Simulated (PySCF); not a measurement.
# The bond of LaS, level by level

What are the lowest state that PBE0 finds, the bond length, vibrational wavenumber and bond energy of LaS, and how much do these hang on the method?

Program: PySCF 2.14.0. Level of theory: La x2c-SVPall, S x2c-SVPall, spin-free X2C with a Gaussian nucleus. These are calculated values, not measurements.

## Step 1: Set-up

The job is set up so:

| Quantity | Value |
| --- | --- |
| atoms | La, S |
| charge | 0 |
| basis | La x2c-SVPall, S x2c-SVPall |
| Hamiltonian | spin-free X2C with a Gaussian nucleus |
| basis functions | 84 |
| electrons treated | 73 |
| masses in u | 138.9063, 31.9721 |
| levels | PBE0, PBE, r²SCAN, revPBE, B2PLYP, HF, MP2, SCS-MP2, CCSD, CCSD(T) |
| grid | 80 radial by 434 angular points |
| occupations | held fixed by the projection of orbital angular momentum |
| dissociation limit | La + S, each in its ground configuration |
| starting distance in angstrom | 2.374 |
| values of 2S to try | 1, 3 |

Launch:

```bash
> OMP_NUM_THREADS=2 python dia.py task.json out
```

The runs that follow: The PBE0 curve of the state that the search chose; PBE; r²SCAN (meta-GGA); revPBE; B2PLYP; UHF; Correlated methods on the Hartree–Fock reference.

What does the calculation give? Wanted: for each run, Re; ωe; De; μ.

As calculated:

Lowest PBE0 solution found, without spin–orbit coupling: ²Σ⁺ (doublet), unpaired electrons σ ↑, about 0.1 electrons in the 4f shell (Mulliken).

| level | Re (Å) | ωe (cm⁻¹) | De (eV) | μ (D) |
| --- | --- | --- | --- | --- |
| UHF | 2.392 | 475 | 3.71 | -6.58 |
| UHF-MP2 | 2.375 | 470 | 5.78 | n/a |
| UHF-SCS-MP2 | 2.381 | 468 | 5.51 | n/a |
| UHF-CCSD | 2.379 | 472 | 5.12 | n/a |
| UHF-CCSD(T) | 2.392 | 453 | 5.35 | n/a |
| PBE | 2.372 | 450 | 6.22 | -5.11 |
| revPBE | 2.379 | 446 | 5.94 | -5.15 |
| r²SCAN | 2.373 | 457 | 5.91 | -5.51 |
| PBE0 | 2.359 | 469 | 5.92 | -5.57 |
| B2PLYP | 2.384 | 452 | 5.76 | -6.13 |

De is counted to La + S in their ground configurations. A positive dipole means La(−)S(+).

Differences from CCSD(T) in the same basis:

| level | Re (mÅ) | ωe (%) |
| --- | --- | --- |
| UHF | +1 | +4.9 |
| UHF-MP2 | -17 | +3.7 |
| UHF-SCS-MP2 | -11 | +3.3 |
| UHF-CCSD | -13 | +4.1 |
| PBE | -20 | -0.6 |
| revPBE | -13 | -1.5 |
| r²SCAN | -18 | +1.0 |
| PBE0 | -33 | +3.6 |
| B2PLYP | -7 | -0.2 |

**Reading.** Against CCSD(T) in the same basis, the bond length is nearest at UHF (+1 mÅ) and farthest at PBE0 (-33 mÅ); the wavenumber is nearest at B2PLYP (-0.2 %) and farthest at UHF (+4.9 %). CCSD(T) in a basis this small is itself some way from its limit, more so than the functionals. Among the levels with a De in the table, it runs from 3.71 eV (UHF) to 6.22 eV (PBE).

Correlated steps freeze 23 core orbitals. Spin–orbit coupling is left out, which matters for elements this heavy, above all for dissociation energies. B2PLYP dipoles, levels and charges come from its SCF part alone. With d or f electrons several states lie close, and the lowest PBE0 determinant need not be the measured ground state. With spin–orbit coupling the term label itself may not hold.
